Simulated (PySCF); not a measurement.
# SnP⁺ (triplet) under other conditions

One physical setting of the base script is moved in each run, with the edits that it forces.

Program: PySCF 2.14.0. Level of theory: method and basis as typed in the scripts. These are calculated values, not measurements.

2 further runs of the same task are left out: 1 for a known fault of the program, 1 that didn't finish.

### Step 1. The system as given

SnP⁺ (triplet): 2 atoms, charge 1, spin multiplicity 3.

Bond lengths: Sn1–P2 2.892 Å.

### Step 2. Base script

input.py reads:

```python
from pyscf import gto, scf, mcscf, mrpt

mol = gto.M(
    atom='Sn 0 0 0; P 0 0 2.892',
    basis='x2c-svpall',
    charge=1,
    spin=2,
    verbose=4,
)
mf = scf.ROHF(mol)
mf = mf.sfx2c1e()
mf.kernel()
mc = mcscf.CASSCF(mf, 3, 2)
mc.kernel()
mc.analyze()
mrpt.NEVPT(mc).kernel()
mf.dip_moment()
print('orbital energies (hartree):', mf.mo_energy[..., max(0, mol.nelec[1]-3):mol.nelec[0]+3].round(4))
```

Run with:

```bash
python input.py
```

Its log is not repeated here.

In short: E(SCF) = -6514.371077 Eh, 10 cycles, E(CAS) − E(SCF) = 0.00000 Eh, NEVPT2 = -0.15474 Eh.

The bond length is a typed value, not an optimised one. The dipole of an ion depends on the origin. The triplet is typed in the script; nothing here shows that it is the ground state.

### Step 3. Quintet

Run 1 changes spin (2S): 2 → 4; active space: 2 electrons in 3 orbitals → 4 electrons in 5 orbitals.

input.py reads:

```python
from pyscf import gto, scf, mcscf, mrpt

mol = gto.M(
    atom='Sn 0 0 0; P 0 0 2.892',
    basis='x2c-svpall',
    charge=1,
    spin=4,
    verbose=4,
)
mf = scf.ROHF(mol)
mf = mf.sfx2c1e()
mf.kernel()
mc = mcscf.CASSCF(mf, 5, 4)
mc.kernel()
mc.analyze()
mrpt.NEVPT(mc).kernel()
mf.dip_moment()
print('orbital energies (hartree):', mf.mo_energy[..., max(0, mol.nelec[1]-3):mol.nelec[0]+3].round(4))
```

Run with:

```bash
python input.py
```

### Step 4. Charge +2 (doublet)

Run 2 changes charge: 1 → 2; spin (2S): 2 → 1; active space: 2 electrons in 3 orbitals → 3 electrons in 4 orbitals.

input.py: that of step 2 with these lines changed.

```diff
@@ -5,4 +5,4 @@
     basis='x2c-svpall',
-    charge=1,
-    spin=2,
+    charge=2,
+    spin=1,
     verbose=4,
@@ -12,3 +12,3 @@
 mf.kernel()
-mc = mcscf.CASSCF(mf, 3, 2)
+mc = mcscf.CASSCF(mf, 4, 3)
 mc.kernel()
```

### Step 5. Charge +2 (doublet)

Run 3 changes charge: 1 → 2; spin (2S): 2 → 1; active space: 2 electrons in 3 orbitals → 5 electrons in 6 orbitals.

input.py: that of step 2 with these lines changed.

```diff
@@ -5,4 +5,4 @@
     basis='x2c-svpall',
-    charge=1,
-    spin=2,
+    charge=2,
+    spin=1,
     verbose=4,
@@ -12,3 +12,3 @@
 mf.kernel()
-mc = mcscf.CASSCF(mf, 3, 2)
+mc = mcscf.CASSCF(mf, 6, 5)
 mc.kernel()
```

### Step 6. Charge +2 (doublet)

Run 4 changes charge: 1 → 2; spin (2S): 2 → 1; active space: 2 electrons in 3 orbitals → 7 electrons in 6 orbitals.

input.py: that of step 2 with these lines changed.

```diff
@@ -5,4 +5,4 @@
     basis='x2c-svpall',
-    charge=1,
-    spin=2,
+    charge=2,
+    spin=1,
     verbose=4,
@@ -12,3 +12,3 @@
 mf.kernel()
-mc = mcscf.CASSCF(mf, 3, 2)
+mc = mcscf.CASSCF(mf, 6, 7)
 mc.kernel()
```

### Step 7. Septet

Run 5 changes spin (2S): 2 → 6; active space: 2 electrons in 3 orbitals → 6 electrons in 8 orbitals.

input.py: that of step 2 with these lines changed.

```diff
@@ -6,3 +6,3 @@
     charge=1,
-    spin=2,
+    spin=6,
     verbose=4,
@@ -12,3 +12,3 @@
 mf.kernel()
-mc = mcscf.CASSCF(mf, 3, 2)
+mc = mcscf.CASSCF(mf, 8, 6)
 mc.kernel()
```

Q: Predict the outcome of this session. Wanted: for each run, E(SCF); from base; after the SCF.

The runs gave:

```
                run  E(SCF) (hartree)  from base (eV)  cycles                                                                 after the SCF
               base      -6514.371077               0      10  NEVPT2 correlation -4.211 eV (from the SCF energy, the CASSCF gain included)
            quintet      -6514.369916         +0.0316      11  NEVPT2 correlation -3.695 eV (from the SCF energy, the CASSCF gain included)
charge +2 (doublet)      -6513.869880        +13.6383       9  NEVPT2 correlation -3.845 eV (from the SCF energy, the CASSCF gain included)
charge +2 (doublet)      -6513.869880        +13.6383       9  NEVPT2 correlation -4.652 eV (from the SCF energy, the CASSCF gain included)
charge +2 (doublet)      -6513.869880        +13.6383       9  NEVPT2 correlation -3.705 eV (from the SCF energy, the CASSCF gain included)
             septet      -6514.225479         +3.9619      10  NEVPT2 correlation -2.997 eV (from the SCF energy, the CASSCF gain included)
```

What this shows: The largest comparable shift of the SCF energy, +3.962 eV, comes with the run “septet”. The quintet solution found lies 0.03 eV above the base triplet at this geometry and level. At the SCF level, going to the doublet with one electron fewer costs 13.64 eV at fixed geometry. The septet solution found lies 3.96 eV above the base triplet at this geometry and level.
